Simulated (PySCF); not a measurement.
# TeOF₂: structure of the singlet

Aim: relax TeOF₂ as a singlet from a T-shaped (ligand arrangement 1) start, check by its vibrations whether the end is a minimum, and collect its spectrum and constants.

Program: PySCF 2.14.0. Level of theory: PBE0, basis Te def2-TZVP with ECP28, O def2-TZVP, F def2-TZVP, scalar-relativistic core potentials, no spin–orbit coupling, density fitting. These are calculated values, not measurements.

## (1) The system as given

4 atoms, charge 0, spin multiplicity 1.

Bond lengths: Te1–O2 1.850 Å, Te1–F3 2.000 Å, Te1–F4 2.000 Å. Angles: O2–Te1–F3 88.0°, O2–Te1–F4 176.0°, F3–Te1–F4 88.0°.

Z-matrix (Å, degrees; charge 0 multiplicity 1):
```
Te
O  1 1.8500
F  1 2.0000 2 88.00
F  1 2.0000 3 88.00 2 180.00
```

## (2) Relaxation: T-shaped (ligand arrangement 1) start, singlet

The steps below are one call of a driver around PySCF. For each, scf.py gives the equivalent set-up of the SCF; relaxations use the driver's own optimiser. Before each start the driver seeks the lowest SCF state from one or more starting densities and follows internal instabilities, so scf.py alone need not reach the same state.

The program finds Cs symmetry in the start, which this walk keeps. Threshold on the gradient: 0.0003 Eh/bohr, with a further test on the energy change.

scf.py

```python
from pyscf import gto, scf, dft
mol = gto.M(atom='''
Te    -0.045683     0.000000    -0.219449
O     -1.894583     0.000000    -0.154849
F     -0.045683     0.000000     1.780551
F      1.953117     0.000000    -0.149649''',
    basis={'Te': 'def2-TZVP', 'O': 'def2-TZVP', 'F': 'def2-TZVP'},
    ecp={'Te': 'def2-TZVP'},
    charge=0, spin=0)
mf = dft.RKS(mol, xc='PBE0')
mf.grids.atom_grid = (50, 194)
aux = {'Te': 'def2-universal-JKFIT', 'O': 'def2-universal-JKFIT', 'F': 'def2-universal-JKFIT'}
mf = mf.density_fit(auxbasis=aux)
mf.kernel()
```

After this run come: Frequencies; Following the imaginary mode; Hessian and properties.

Before running it: what results should come out? Wanted: minimum; geometry; wavenumbers; dipole moment; highest occupied, lowest empty level; polar-tensor charge of Te1; zero-point energy; atomisation energy.

As calculated:

| quantity | value |
| --- | --- |
| minimum | singlet, Cs |
| geometry | Te–F 1.882 Å (×2), Te–O 1.753 Å; F–Te–F 91.6°, F–Te–O 102.6° (×2) |
| wavenumbers (cm⁻¹) | 210 (a'), 248 (a''), 282 (a'), 627 (a''), 647 (a'), 966 (a') |
| dipole moment | 4.00 D |
| highest occupied, lowest empty level | -9.17, -2.55 eV |
| polar-tensor charge of Te1 | +1.85 e |
| zero-point energy | 17.8 kJ/mol |
| entropy at 298.15 K | 307.2 J/(mol K) |
| atomisation energy (no zero-point energy) | 1138 kJ/mol |

From Cs at the start the molecule goes to a Cs minimum, after a stop at a saddle point 183.9 kJ/mol higher, from which it was pushed off along an imaginary mode. The strongest infrared band lies at 627 cm⁻¹ (a'', stretch). Other starts or spin states, not run here, may lie lower. Spin–orbit coupling is left out.
